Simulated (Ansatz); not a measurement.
# CH₅GeIO: small, medium and large basis sets

An exercise on one series of results from a longer session: the logs are not shown, and one member is left open.

Method: one geometry, several basis sets; program: Ansatz 0.2.0, Gaussian basis.

The runs, in order: PBE0-D4/def2-SVP; ωB97M-V/def2-SVP; PBE0-D4/def2-QZVPP; ωB97M-V/def2-QZVPP; the functionals' def2-TZVPP values are taken from earlier runs.

## Structure used throughout

An earlier PBE0-D4 in a triple-zeta def2 set relaxation fixed the geometry. I takes the def2 core potential; no spin-orbit term is included.

SMILES `C[O][GeH2][I]`, 9 atoms, charge 0, spin multiplicity 1.

Atoms are counted from 1 here; the program's logs count them from 0.

Bond lengths: C1–O2 1.411 Å, C1–H5 1.098 Å, C1–H6 1.098 Å, C1–H7 1.092 Å, O2–Ge3 1.773 Å, Ge3–I4 2.492 Å, Ge3–H8 1.538 Å, Ge3–H9 1.538 Å. Angles: O2–C1–H5 112.2°, O2–C1–H6 112.2°, O2–C1–H7 107.7°, H5–C1–H6 108.5°, H5–C1–H7 108.1°, H6–C1–H7 108.1°, C1–O2–Ge3 117.1°, O2–Ge3–I4 105.1°, O2–Ge3–H8 109.8°, O2–Ge3–H9 109.8°, I4–Ge3–H8 109.6°, I4–Ge3–H9 109.6°, H8–Ge3–H9 112.7°.

Coordinates:

```xyz
9
charge 0, multiplicity 1
C     0.5021    1.3374    0.2392
O     0.7551   -0.0440    0.3721
Ge   -0.4827   -1.1545   -0.2421
I     0.4146   -3.4375    0.1983
H     0.3947    1.6398   -0.8108
H    -0.3991    1.6479    0.7842
H     1.3551    1.8727    0.6611
H    -1.7937   -0.9563    0.5380
H    -0.6577   -0.9517   -1.7571
```

Set-up of the first run:

The input, in.yaml:

```yaml
crystal:
  periodic: [false, false, false]
  atoms:
    - {symbol: C, position_ang: [0.502085, 1.337374, 0.239210]}
    - {symbol: O, position_ang: [0.755145, -0.043972, 0.372066]}
    - {symbol: Ge, position_ang: [-0.482676, -1.154543, -0.242128]}
    - {symbol: I, position_ang: [0.414640, -3.437523, 0.198301]}
    - {symbol: H, position_ang: [0.394665, 1.639847, -0.810803]}
    - {symbol: H, position_ang: [-0.399079, 1.647857, 0.784215]}
    - {symbol: H, position_ang: [1.355129, 1.872677, 0.661058]}
    - {symbol: H, position_ang: [-1.793663, -0.956281, 0.538038]}
    - {symbol: H, position_ang: [-0.657744, -0.951735, -1.757056]}
basis:
  gaussian: {orbitals: def2-SVP}
hamiltonian: {xc: pbe0, dispersion: d4}
output: {orbitals: {seedname: orbitals}}
```

Started as:

```console
ansatz run in.yaml --threads 4 --pin off --events-out ev --progress --plain --max-ram 10444MiB
```

Among the steps run: PBE0-D4 in def2-SVP; ωB97M-V in def2-SVP; PBE0-D4 in def2-QZVPP; ωB97M-V in def2-QZVPP.

One of the session's tables, all rows but one given; the rest of the session is left out.

It belongs to the step «Functionals by basis». 

| functional | basis | HOMO (eV) |
| --- | --- | --- |
| PBE0-D4 | def2-SVP | -7.57 |
| PBE0-D4 | def2-TZVPP | ? |
| PBE0-D4 | def2-QZVPP | -7.67 |
| ωB97M-V | def2-SVP | -9.68 |
| ωB97M-V | def2-TZVPP | -9.79 |
| ωB97M-V | def2-QZVPP | -9.80 |

Q: Estimate the row for PBE0-D4, def2-TZVPP from the others.

As computed: HOMO (eV): -7.65. In the column «HOMO (eV)» it lies between PBE0-D4, def2-QZVPP (-7.67) and PBE0-D4, def2-SVP (-7.57).
